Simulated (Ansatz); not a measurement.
# ZrH (sextet): wave-function methods side by side, def2-TZVPP

An exercise on one series of results from a longer session: the logs are not shown, and one member is left open.

Method: def2-TZVPP, core rule «outside noble gas», up to 4 orbitals frozen; program: Ansatz 0.2.0, Gaussian basis.

Plan: UHF; ROHF; CCSD(T) on UHF.

## The system

The geometry is a PBE0/def2-TZVP stationary point (not a proven minimum) of the parent state, kept for this charge and spin. No spin-orbit coupling is included. Elements past krypton take def2 core potentials.

2 atoms, charge 0, spin multiplicity 6.

Atoms are counted from 1 here; the program's logs count them from 0.

Bond lengths: Zr1–H2 1.859 Å.

The first run:

Input file in.yaml:

```yaml
crystal:
  periodic: [false, false, false]
  atoms:
    - {symbol: Zr, position_ang: [0.000000, 0.000000, 0.000000]}
    - {symbol: H, position_ang: [0.000000, 0.000000, 1.858985]}
basis:
  gaussian: {orbitals: def2-TZVPP}
magnetization: {spin_polarized: true, initial_magnetization: 5}
hamiltonian: {xc: hf}
output: {orbitals: {seedname: orbitals}}
```

The run is started by

```
$ ansatz run in.yaml --threads 1 --pin off --events-out ev --progress --plain --max-ram 2816MiB --backend cpu
```

Among the steps run: UHF; ROHF; CCSD(T) on UHF.

One of the session's tables, all rows but one given; the rest of the session is left out.

It belongs to the step «Misses and costs». 

```
  method  from UCCSD(T) (kJ/mol)
    ROHF                  +131.6
     UHF                  +119.1
    UMP2                   +28.7
   UCCSD                       ?
UCCSD(T)                       0
```

Q: Estimate the row for UCCSD from the others.

**Answer.** from UCCSD(T) (kJ/mol): +3.0. In the column «from UCCSD(T) (kJ/mol)» it lies between UCCSD(T) (0) and UMP2 (+28.7).
